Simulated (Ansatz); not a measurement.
# CCSDTQ/STO-3G run of BHCl2 (SMILES [H]B(Cl)Cl)

Aim: the electronic atomisation energy of BHCl2 at CCSDTQ/STO-3G, from 4 runs. 

The results are computed with Ansatz 0.2.0.

## 1. The structure to begin with

BHCl2 has 4 atoms, charge 0, and is taken as a singlet. SMILES: `[H]B(Cl)Cl`. The coordinates come from a GFN2-xTB relaxation.

Bond lengths: B1–Cl2 1.701 Å, B1–Cl3 1.702 Å, B1–H4 1.173 Å. Angles: Cl2–B1–Cl3 120.2°, Cl2–B1–H4 119.9°, Cl3–B1–H4 119.9°.

## 2. A single-point energy at CCSDTQ/STO-3G

Input file molecule.yaml:

```yaml
crystal:
  periodic: [false, false, false]
  atoms:
    - {symbol: B, position_ang: [-0.067270, -0.112350, 0.001160]}
    - {symbol: Cl, position_ang: [1.633390, -0.145760, 0.012580]}
    - {symbol: Cl, position_ang: [-0.893540, 1.375320, -0.017490]}
    - {symbol: H, position_ang: [-0.672580, -1.117210, 0.003750]}
basis:
  gaussian:
    orbitals: STO-3G
magnetization:
  spin_polarized: false
correlation:
  method: ccsdtq
  frozen_orbitals: {B: 1, Cl: 5, H: 0}
accuracy: high
scf:
  omitted_lower_state_checks: [cluster_reference, increment]
```

Started as:

```
ansatz run molecule.yaml --threads 1 --pin off --max-ram 2610MiB --events-out events.jsonl --progress --plain --runs-dir runs
```

Output:

```text
Warning: RAYON_NUM_THREADS=1 ignored (pool sized by the plan → 1); use --threads N
[... 11 lines left out ...]
11 core orbitals not correlated: weight in the atoms' cores, before any rotation towards them, 1.000 or more for the frozen orbitals, at most 0.000 for the correlated occupied ones
[... 22 lines left out ...]
Total energy: -25422.12916832 eV, -934.2460151978 hartree
Checks for a lower state left out: cluster_reference, increment
```

Run time: 9.6 s. Hardware: 1 thread of Arm Neoverse N1, shared host; peak memory 0.15 GiB.

## 3. The B atom, same level

Input file run.yaml:

```yaml
crystal:
  periodic: [false, false, false]
  atoms:
    - {symbol: B, position_ang: [0.000000, 0.000000, 0.000000]}
basis:
  gaussian:
    orbitals: STO-3G
magnetization:
  spin_polarized: true
  initial_magnetization: 1
correlation:
  method: ccsdtq
  frozen_orbitals: {B: 1}
accuracy: high
scf:
  omitted_lower_state_checks: [cluster_reference, increment]
```

Started as:

```
ansatz run run.yaml --threads 1 --pin off --max-ram 2610MiB --events-out events.jsonl --progress --plain --runs-dir runs
```

Output:

```text
Warning: RAYON_NUM_THREADS=1 ignored (pool sized by the plan → 1); use --threads N
Functional definition: HF
  name "HF"
  exchange = exact_x
  correlation = 0
these checks for a lower state are left out or cut short: cluster_reference, increment
15 factors; integrals over basis functions are off by at most 8.9e-10 eV
mean field evaluation 1: about -657.1275 eV, gradient 2.3e-14 eV
mean field evaluation 2: about -657.1275 eV, gradient 0.0e0 eV
mean field evaluation 4: about -656.8531 eV, gradient 1.9e0 eV
mean field evaluation 8: about -656.8531 eV, gradient 1.9e0 eV
mean field -657.12745801 eV, -24.1489886649 hartree, gradient 0.0e0 eV, S^2 0.750000; 4 other end points of the search recorded, 0 dependent functions left out
1 core orbitals not correlated: weight in the atoms' cores, before any rotation towards them, 1.000 or more for the frozen orbitals, at most 0.000 for the correlated occupied ones
reference -657.12745801 eV, -24.1489886649 hartree; 2, 1 occupied and 2, 3 virtual orbitals, 15 factors
second order -0.50768279 eV of doubles, 0.00000000 eV of singles
cycle   1  -0.78653408 eV  change   -2.8e-1 eV  update   6.4e-2
cycle   2  -1.09844875 eV  change   -3.1e-1 eV  update   3.4e-2
cycle   3  -1.08805996 eV  change    1.0e-2 eV  update   1.2e-3
cycle   4  -1.08840872 eV  change   -3.5e-4 eV  update   3.9e-5
cycle   5  -1.08840089 eV  change    7.8e-6 eV  update   8.8e-7
cycle   6  -1.08840101 eV  change   -1.2e-7 eV  update   1.3e-8
cycle   7  -1.08840105 eV  change   -3.9e-8 eV  update   9.1e-9
cycle   8  -1.08840109 eV  change   -4.1e-8 eV  update   4.6e-9
cycle   9  -1.08840109 eV  change   4.5e-10 eV  update  5.1e-11
cycle  10  -1.08840109 eV  change  -4.4e-12 eV  update  4.9e-13
Total energy: -658.21585910 eV, -24.1889866671 hartree
Checks for a lower state left out: cluster_reference, increment
```

Run time: 2.5 s. Hardware: 1 thread of Arm Neoverse N1, shared host.

## 4. The Cl atom at the same level

Input file molecule.yaml:

```yaml
crystal:
  periodic: [false, false, false]
  atoms:
    - symbol: Cl
      position_ang: [0.000000, 0.000000, 0.000000]
basis:
  gaussian:
    orbitals: STO-3G
accuracy: high
scf:
  omitted_lower_state_checks: [cluster_reference, increment]
correlation:
  method: ccsdtq
  frozen_orbitals: {Cl: 5}
magnetization:
  spin_polarized: true
  initial_magnetization: 1
```

Run the same way, it converges to -454.54219 Eh (log not shown).

## 5. The H atom: a single-point energy at UHF/STO-3G

Input file job.yaml:

```yaml
crystal:
  periodic: [false, false, false]
  atoms:
    - symbol: H
      position_ang: [0.000000, 0.000000, 0.000000]
basis:
  gaussian: {orbitals: STO-3G}
magnetization: {spin_polarized: true, initial_magnetization: 1}
hamiltonian: {xc: hf}
accuracy: high
```

Run the same way, it converges to -0.46658 Eh (log not shown).

## 6. Outcome

At CCSDTQ/STO-3G, 11 core orbitals frozen:

| quantity | value |
| --- | --- |
| molecule: total energy | -934.24602 Eh |
| molecule: correlation energy (11 core orbitals frozen) | -68.0 mEh |
| molecule: T1 diagnostic | 0.012 |
| B atom: total energy | -24.18899 Eh |
| B atom: correlation energy (1 core orbital frozen) | -40.0 mEh |
| B atom: ⟨S²⟩ of the reference determinant | 0.750 |
| B atom: T1 diagnostic | 0.000 |
| Cl atom: total energy | -454.54219 Eh |
| Cl atom: correlation energy (5 core orbitals frozen) | 0.0 mEh |
| Cl atom: ⟨S²⟩ of the reference determinant | 0.750 |
| Cl atom: T1 diagnostic | 0.000 |
| H atom: total energy | -0.46658 Eh |
| H atom: ⟨S²⟩ | 0.750 |
| electronic atomisation energy | 13.771 eV |

**Reading.** Taking the molecule apart into free atoms costs 13.77 eV (318 kcal/mol), before zero-point energy and without spin-orbit coupling. In a minimal basis such a difference can be off by several eV, whatever the method.
